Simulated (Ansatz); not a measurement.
# C2H5ClGe: a ladder of functionals and wavefunction methods

Aim: compute C2H5ClGe with functionals from several rungs and with coupled cluster. The yardstick is the atomisation energy at the CCSD(T) limit.

The runs use Ansatz 0.2.0, Gaussian basis; functionals in def2-TZVPP, the program's frozen cores in correlated methods.

The runs, in order: PBE-D4, r2SCAN-D4, PBE0-D4, B3LYP-D4, ωB97X-V, ωB97M-V, B2PLYP; CCSD(T)/def2-TZVPP; MP2/def2-QZVPP; extrapolation to the limit.

## 1. The geometry

All runs share one geometry, relaxed beforehand with PBE0-D4 in a triple-zeta def2 set.

SMILES `Cl[CH]1[CH2][GeH2]1`, 9 atoms, charge 0, spin multiplicity 1.

Atoms are counted from 1 here; the program's logs count them from 0.

Bond lengths: Cl1–C2 1.758 Å, C2–C3 1.516 Å, C2–Ge4 1.949 Å, C2–H5 1.084 Å, C3–Ge4 1.949 Å, C3–H6 1.085 Å, C3–H7 1.085 Å, Ge4–H8 1.523 Å, Ge4–H9 1.520 Å. Angles: Cl1–C2–C3 117.4°, Cl1–C2–Ge4 122.4°, Cl1–C2–H5 110.3°, C3–C2–Ge4 67.1°, C3–C2–H5 116.0°, Ge4–C2–H5 117.6°, C2–C3–Ge4 67.1°, C2–C3–H6 116.9°, C2–C3–H7 115.6°, Ge4–C3–H6 121.1°, Ge4–C3–H7 115.1°, H6–C3–H7 113.5°, C2–Ge4–C3 45.8°, C2–Ge4–H8 118.0°, C2–Ge4–H9 117.4°, C3–Ge4–H8 119.7°, C3–Ge4–H9 117.0°, H8–Ge4–H9 118.7°.

## 2. PBE-D4 (GGA)

in.yaml

```yaml
crystal:
  periodic: [false, false, false]
  atoms:
    - {symbol: Cl, position_ang: [-2.360889, 0.168468, 0.255476]}
    - {symbol: C, position_ang: [-0.746154, 0.320435, -0.422392]}
    - {symbol: C, position_ang: [0.363809, 0.761527, 0.511625]}
    - {symbol: Ge, position_ang: [0.623641, -1.043934, -0.174037]}
    - {symbol: H, position_ang: [-0.786521, 0.822149, -1.382512]}
    - {symbol: H, position_ang: [0.989322, 1.582993, 0.178167]}
    - {symbol: H, position_ang: [0.096400, 0.820190, 1.561076]}
    - {symbol: H, position_ang: [1.606257, -1.285149, -1.312261]}
    - {symbol: H, position_ang: [0.302534, -2.192879, 0.767758]}
basis:
  gaussian: {orbitals: def2-TZVPP}
hamiltonian: {xc: pbe, dispersion: d4}
output: {forces: true, orbitals: {seedname: orbitals}}
```

Started as:

```bash
> ansatz run in.yaml --threads 4 --pin off --events-out ev --progress --plain --max-ram 10444MiB
```

After this run come: r2SCAN-D4 (meta-GGA); PBE0-D4 (hybrid); B3LYP-D4 (hybrid); ωB97X-V (range-separated); ωB97M-V (range-separated); B2PLYP (double hybrid); CCSD(T) in def2-TZVPP; MP2 in def2-QZVPP.

Before running them: what should the planned runs give, taken together? Wanted: atomisation energy, CCSD(T)/CBS; farthest; mean size of error, hybrid; mean size of error, range-separated; gap, smallest and largest; T1 diagnostic; triples share of the correlation energy.

The runs gave:

```
                               quantity                                 value
        atomisation energy, CCSD(T)/CBS                         2983.8 kJ/mol
 functionals within 29.8 kJ/mol (1.0 %)  r2SCAN-D4, PBE0-D4, ωB97X-V, ωB97M-V
                               farthest                 B2PLYP (-54.7 kJ/mol)
             mean size of error, hybrid                           20.4 kJ/mol
    mean size of error, range-separated                            7.0 kJ/mol
              gap, smallest and largest  4.64 eV (PBE-D4), 10.82 eV (ωB97X-V)
                          T1 diagnostic                                0.0109
triples share of the correlation energy                                 4.2 %
```

PBE-D4 is off by +52.7 kJ/mol. Double hybrids carry the basis error of their MP2 part in triple zeta, and no dispersion term here, so their miss is partly the set-up's. Misses under about 29.8 kJ/mol are within the doubt on the reference itself, which lacks core-valence correlation, relativity and higher excitations, and its outer-core shells are covered unevenly. Hartree-Fock recovers 71 % of the binding; the rest is correlation. The gap grows from 4.6 to 10.8 eV across the functionals, mostly with the share of exact exchange. Correlated methods include outer-core shells of Ge, which these sets cover unevenly.
